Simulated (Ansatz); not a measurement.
**Ga3Se under changes of volume**

One of the cells (21.771 Å³/atom); the others are scaled copies at fixed shape and fractional positions:

```
Se Ga
1.0
     4.43246    0.00000    0.00000
     0.00000    4.43246    0.00000
     0.00000    0.00000    4.43246
Se Ga
1 3
Direct
  0.00000 0.00000 0.00000
  0.50000 0.50000 0.00000
  0.50000 0.00000 0.50000
  0.00000 0.50000 0.50000
```

The cell comes from a database or a generator and needn't be the stable form of this composition.

- Program: Ansatz 0.2.0
- Functional: LDA
- Potentials or basis: Ansatz PAW
- Cutoff: 420 eV (not typed: the program's choice for these potentials)
- k mesh: 6 × 6 × 6
- Occupations: fermi-dirac, width 0.05 eV
- Spin: no spin polarisation

```tsv
volume (Å³/atom)	energy over the lowest point (meV/atom)	pressure (GPa)
20.465	0.00	-2.8
20.900	8.71	-3.6
21.335	19.55	-4.3
21.771	32.25	-4.9
22.206	?	?
22.642	62.16	-6.0
23.077	78.95	-6.4
```

Q: What does the run at 22.206 Å³/atom give?

A: Energy over the lowest point 46.53 meV/atom; pressure -5.5 GPa.

Worked out: A Birch-Murnaghan fit of order 3 (a polynomial in V^(-2/3)) to the other rows has no minimum within the range. It gives 46.51 meV/atom at 22.206 Å³/atom, against the run's 46.53, and -dE/dV = -5.5 GPa, against -5.5.

Energies are extrapolated to zero smearing.

Caveats: the PAW data sets come from PBE, with cores solved anew for the run's functional, which leaves a small shift of forces and pressure.
